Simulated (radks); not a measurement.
**Valence configurations of Zr²⁺**

An exercise on one series of results from a longer session: the logs are not shown, and one member is left open.

Method: scalar-relativistic Kohn-Sham, PBE, spin-polarised, spherical densities, point nucleus; open shells are filled with parallel spins first. Code: radks (a radial shooting solver on a logarithmic mesh, Libxc functionals) version 1.

## Starting point

```
element       : zirconium (Z = 40)
charge        : +2
electrons     : 38
configuration : [Kr] 4d2
others tried  : 4d1 5s1; 5p2; 4d1.5 5s0.5; 4d0.5 5s1.5; 5s2; 4d1 5p1; 4d0.5 5p1.5; 4d0.5 5s0.5 5p1
```

The outer shells:

Zr²⁺
```
[Kr] core
4d [↑ ][↑ ][  ][  ][  ]
```

The first run:

The run's settings:

```text
Z 40
configuration [Kr] 4d2
relativity scalar-relativistic
functional pbe,pbe
spin polarised
nucleus point
c 137.035999084
```

Among the steps run: [Kr] 4d2.

One table of the session follows, with a row left open; its other results are not shown here.

Radial moments (bohr):

| level | <r> | outermost maximum (interpolated) | 90 % within | nodes |
| --- | --- | --- | --- | --- |
| 3d up | 0.4525 | 0.347 | 0.728 | 0 |
| 3d down | 0.4524 | 0.348 | 0.728 | 0 |
| 4s up | ? | ? | ? | ? |
| 4s down | 1.209 | 1.08 | 1.76 | 3 |
| 4p up | 1.367 | 1.18 | 2.03 | 2 |
| 4p down | 1.359 | 1.18 | 2.02 | 2 |
| 4d up | 1.998 | 1.57 | 3.14 | 1 |
| 4d down | 2.001 | 1.55 | 3.16 | 1 |

**Question.** Estimate the row for 4s up.

As computed: <r>: 1.215; outermost maximum (interpolated): 1.08; 90 % within: 1.77; nodes: 3. In the column «<r>» it lies between 4s down (1.209) and 4p down (1.359).
